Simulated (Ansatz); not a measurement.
# C3H9GeNO: how energies converge with the basis set

Aim: see how fast density functionals converge with the basis set for C3H9GeNO.

Method: one geometry, several basis sets; program: Ansatz 0.2.0, Gaussian basis.

The runs, in order: PBE0-D4/def2-SVP; ωB97M-V/def2-SVP; PBE0-D4/def2-QZVPP; ωB97M-V/def2-QZVPP; the functionals' def2-TZVPP values are taken from earlier runs.

## Step 1: The geometry

The geometry comes from an earlier relaxation with PBE0-D4 in a triple-zeta def2 set; it is a stationary point, not always the lowest conformer.

SMILES `CC(C)[O][Ge][NH2]`, 15 atoms, charge 0, spin multiplicity 1.

Atoms are counted from 1 here; the program's logs count them from 0.

Bond lengths: C1–C2 1.515 Å, C1–H7 1.093 Å, C1–H8 1.093 Å, C1–H9 1.091 Å, C2–C3 1.518 Å, C2–O4 1.413 Å, C2–H10 1.101 Å, C3–H11 1.093 Å, C3–H12 1.092 Å, C3–H13 1.093 Å, O4–Ge5 1.790 Å, Ge5–N6 1.830 Å, N6–H14 1.008 Å, N6–H15 1.008 Å. Angles: C2–C1–H7 110.9°, C2–C1–H8 110.0°, C2–C1–H9 110.4°, H7–C1–H8 108.6°, H7–C1–H9 108.6°, H8–C1–H9 108.2°, C1–C2–C3 111.9°, C1–C2–O4 108.0°, C1–C2–H10 107.9°, C3–C2–O4 110.2°, C3–C2–H10 108.9°, O4–C2–H10 109.8°, C2–C3–H11 111.0°, C2–C3–H12 111.1°, C2–C3–H13 109.8°, H11–C3–H12 108.4°, H11–C3–H13 108.5°, H12–C3–H13 108.1° and more.

## Step 2: PBE0-D4 in def2-SVP

in.yaml

```yaml
crystal:
  periodic: [false, false, false]
  atoms:
    - {symbol: C, position_ang: [-0.613394, -0.957180, 1.638116]}
    - {symbol: C, position_ang: [-0.149670, -0.234987, 0.389096]}
    - {symbol: C, position_ang: [0.523915, -1.176266, -0.593341]}
    - {symbol: O, position_ang: [0.746443, 0.783958, 0.781745]}
    - {symbol: Ge, position_ang: [1.112630, 2.340385, -0.022010]}
    - {symbol: N, position_ang: [0.040642, 2.215225, -1.499581]}
    - {symbol: H, position_ang: [-1.329331, -1.744791, 1.389777]}
    - {symbol: H, position_ang: [0.241294, -1.410367, 2.146199]}
    - {symbol: H, position_ang: [-1.089690, -0.258410, 2.327947]}
    - {symbol: H, position_ang: [-1.033744, 0.211187, -0.092594]}
    - {symbol: H, position_ang: [-0.159289, -1.970736, -0.904638]}
    - {symbol: H, position_ang: [0.857441, -0.640270, -1.484771]}
    - {symbol: H, position_ang: [1.398270, -1.635517, -0.125469]}
    - {symbol: H, position_ang: [-0.563930, 1.451963, -1.760910]}
    - {symbol: H, position_ang: [-0.003488, 2.975006, -2.160164]}
basis:
  gaussian: {orbitals: def2-SVP}
hamiltonian: {xc: pbe0, dispersion: d4}
output: {orbitals: {seedname: orbitals}}
```

The run is started by

```console
$ ansatz run in.yaml --threads 4 --pin off --events-out ev --progress --plain --max-ram 11315MiB
```

After this run come: ωB97M-V in def2-SVP; PBE0-D4 in def2-QZVPP; ωB97M-V in def2-QZVPP.

Before running them: what should the planned runs give, taken together? Wanted: PBE0-D4: double and triple zeta above quadruple; ωB97M-V: double and triple zeta above quadruple.

As calculated:

| quantity | value |
| --- | --- |
| PBE0-D4: double and triple zeta above quadruple | 16.58, 1.62 eV |
| ωB97M-V: double and triple zeta above quadruple | 16.86, 1.58 eV |

In words: For PBE0-D4 the step from double to triple zeta gains 14.96 eV and the next only 1.62 eV. These are total energies; as a rule much of such shifts cancels in differences, which this series doesn't test.
